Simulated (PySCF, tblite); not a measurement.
# C₃H₁₃N₃Si₃: geometry, infrared bands and NMR shifts

Wanted: the infrared bands and NMR shifts of C₃H₁₃N₃Si₃ (`CN[Si@H](C[SiH2]C#N)[SiH2]N`), by calculation.

Programs: tblite 0.8.0 and PySCF 2.14.0, with density-fitted response routines of our own. Each step states its level of theory. These are calculated values for one molecule in the gas phase, unless marked as measured. Atoms are numbered from 0 throughout.

## 1. The molecule as given

22 atoms, charge 0, multiplicity 1; geometry from: force field or distance geometry start.

Bonds of the start (Å): C0–N1 1.43, N1–Si2 1.77, Si2–C3 1.86, C3–Si4 1.87, Si4–C5 1.81, C5–N6 1.18, Si2–Si7 2.25, Si7–N8 1.79, C0–H9 1.13, C0–H10 1.10, C0–H11 1.10, N1–H12 1.01, Si2–H13 1.45, C3–H14 1.09, C3–H15 1.12, Si4–H16 1.48, Si4–H17 1.47, Si7–H18 1.47, Si7–H19 1.45, N8–H20 1.04, N8–H21 1.05.

## 2. Relaxing the molecule with GFN2-xTB

What the job is given:

```
{"job": {"kind": "relax", "xc": "GFN2-xTB", "basis": "xTB"}, "charge": 0, "multiplicity": 1}
C     -0.793500     2.683700    -0.285900
N     -0.117400     1.548000    -0.827900
Si    -0.360600     0.038200     0.055600
C      1.067400    -1.147500    -0.090800
Si     2.447500    -0.739400     1.102900
C      3.680200     0.261200     0.232100
N      4.502300     0.898500    -0.328700
Si    -2.121700    -0.965700    -0.916600
N     -2.751900    -2.147500     0.270000
H     -1.588800     2.969500    -1.042400
H     -1.345700     2.519400     0.651800
H     -0.169200     3.581100    -0.188100
H      0.809200     1.728500    -1.186600
H     -0.652800     0.272600     1.460200
H      1.388800    -1.214000    -1.131000
H      0.659900    -2.141900     0.216700
H      1.953000    -0.020500     2.297300
H      3.076400    -1.995500     1.533200
H     -3.147000     0.003100    -1.325100
H     -1.589500    -1.686800    -2.060500
H     -1.980500    -2.822100     0.427800
H     -2.976400    -1.603400     1.135400
```

On the command line:

```
$ OMP_NUM_THREADS=1 python probes_run.py task.json out
```

One launch serves the whole session: the jobs run in the order shown.

**Question.** This job is followed by: GFN2-xTB harmonic vibrations, gas phase; GIAO PBE0/pcSseg-1 NMR shielding, non-relativistic, gas phase. What will the session give for the following? strongest single infrared mode (GFN2-xTB); zero-point energy (GFN2-xTB); 13C shifts against TMS (PBE0/pcSseg-1); 1H shifts against TMS (PBE0/pcSseg-1, means over atoms taken as alike); 15N shifts against NH3 (PBE0/pcSseg-1); 29Si shifts against TMS (PBE0/pcSseg-1).

**Answer**, as computed:

| quantity | value |
| --- | --- |
| strongest single infrared mode (GFN2-xTB) | 769 cm⁻¹, 518 km/mol |
| zero-point energy (GFN2-xTB) | 97.3 kcal/mol |
| 13C shifts against TMS (PBE0/pcSseg-1) | 127.7, 32.4, -8.4 ppm |
| 1H shifts against TMS (PBE0/pcSseg-1, means over atoms taken as alike) | 5.17, 4.99, 4.91, 4.63, 4.47, 2.76, 0.33, 0.29, -0.28, -0.70 ppm |
| 15N shifts against NH3 (PBE0/pcSseg-1) | 361.9, 18.7, -8.6 ppm |
| 29Si shifts against TMS (PBE0/pcSseg-1) | -27.4, -56.1, -68.6 ppm |

Relaxing lowered the energy by 0.919 eV in 184 steps; the close pair that moved most is Si2–Si7, from 2.248 to 2.328 Å. No mode is imaginary among the 60: a minimum at this level. The strongest single mode, at 769 cm⁻¹, has its largest shares on H19, H17, H18 and H16 (the list is cut at 4 atoms). GFN2-xTB is a fitted tight-binding method: band positions and strengths are rough. Its intensities can rank the bands wrongly. At PBE0/pcSseg-1: The widest tensor belongs to N6: span 578 ppm, with a paramagnetic part of -433 ppm.
